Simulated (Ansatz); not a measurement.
Crystal: FeAu.

```xyz
2
Lattice="1.4117 0.8151 4.4695 -1.4117 0.8151 4.4695 0.0000 -1.6301 4.4695" Properties=species:S:1:pos:R:3 pbc="T T T"
Au    0.0000    0.0000    0.0000
Fe    0.0000    0.0000    6.7042
```

The cell comes from a database or a generator and needn't be the stable form of this composition.

- Program: Ansatz 0.2.0
- Task: relaxation of cell and atoms
- Functional: LDA
- Potentials or basis: Ansatz PAW
- Cutoff: 420 eV (not typed: the program's choice for these potentials)
- k mesh: 11 × 11 × 11
- Occupations: fermi-dirac, width 0.05 eV
- Spin: collinear spin, ferromagnetic start
- Starting moments: [0.0, 3.0] μB

At the start: volume 15.43 Å³/atom.

Q: How do energy, volume and symmetry change on relaxing?

A: It ends after 7 steps and the volume is 14.09 Å³/atom (-8.7 %); space group R-3m (No. 166, to 0.05 Å); moment 2.78 μB per cell.

The path:
```
step  energy change (eV)  largest force (eV/Å)  volume (Å³)
   1              0.0000                0.0000        30.86
   2             -0.0903                0.0000        26.86
   3             -0.1311                0.0000        28.44
   4             -0.1327                0.0000        28.18
   5             -0.1318                0.0000        28.18
   6             -0.1318                0.0000        28.17
   7             -0.1318                0.0000        28.17
```

Final structure:
```
Au Fe
1.0
     1.36830    0.78999    4.34410
    -1.36830    0.78999    4.34410
     0.00000   -1.57998    4.34410
Au Fe
1 1
Direct
  0.00000 0.00000 0.00000
  0.50000 0.50000 0.50000
```

Caveat: the plane-wave basis is chosen anew once the cell has moved, so the energies of steps on either side of that aren't comparable; the PAW data sets come from PBE, with cores solved anew for the run's functional, which leaves a small shift of forces and pressure.
